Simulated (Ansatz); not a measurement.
# Sc4Te: the cost of one run

Program: Ansatz 0.2.0. Level of theory: DFT PBE, scalar-relativistic, plane waves, PAW. These are calculated values, not measurements.

## 1. The system as given

The structure is hexagonal, space group P6/mmm (No. 191). Conventional cell: a = 5.040 Å, b = 5.040 Å, c = 5.474 Å, α = 90.00°, β = 90.00°, γ = 120.00°. Around Sc (site symmetry 6/mmm) lie 2 Te at 2.74 Å. Sc (site symmetry mmm) has 2 Te at 2.52 Å and 4 Sc at 2.52 Å as nearest neighbours. Te (site symmetry 6/mmm) is surrounded by 8 Sc at 2.52 to 2.74 Å.

As a file:

```cif
data_structure
_symmetry_space_group_name_H-M 'P6/mmm'
_symmetry_Int_Tables_number 191
_cell_length_a 5.0401
_cell_length_b 5.0401
_cell_length_c 5.4737
_cell_angle_alpha 90.000
_cell_angle_beta 90.000
_cell_angle_gamma 120.000
_cell_volume 120.42
loop_
_atom_site_label
_atom_site_type_symbol
_atom_site_symmetry_multiplicity
_atom_site_Wyckoff_symbol
_atom_site_fract_x
_atom_site_fract_y
_atom_site_fract_z
_atom_site_occupancy
Sc1 Sc 1 b 0.00000 0.00000 0.50000 1
Sc2 Sc 3 f 0.50000 0.00000 0.00000 1
Te1 Te 1 a 0.00000 0.00000 0.00000 1
```

A structure generator made this guess: random cell by space group and Wyckoff sites (P6/mmm, No. 191). Lengths come from tabulated atomic sizes and are only a guess.

## 2. A first look at the guess

Input file input.yaml:

```yaml
crystal:
  lattice:
    - [5.04010032, 0.0, 0.0]
    - [-2.52005016, 4.36485492, 0.0]
    - [0.0, 0.0, 5.47367408]
  atoms:
    - { symbol: Sc, position: [0.0, 0.0, 0.5] }
    - { symbol: Sc, position: [0.5, 0.0, 0.0] }
    - { symbol: Sc, position: [0.0, 0.5, 0.0] }
    - { symbol: Sc, position: [0.5, 0.5, 0.0] }
    - { symbol: Te, position: [0.0, 0.0, 0.0] }
basis:
  ecutwfc: 420
kpoints:
  mp_grid: { grid: [6, 6, 4] }
hamiltonian:
  xc: pbe
scf:
  occupations: { method: gaussian, width: 0.1 }
  lower_state_search: "off"
output:
  forces: true
  stress: true
  eigenvalues: true
```

Started as:

```sh
$ ansatz run input.yaml --threads 1 --pin off --max-ram 2560MiB --backend cpu --events-out ev --progress --plain --runs-dir out
```

Q: Estimate wall time and peak memory on 1 thread of Arm Neoverse V2, shared host.

About 4.7 s, with a peak of 0.39 GiB.
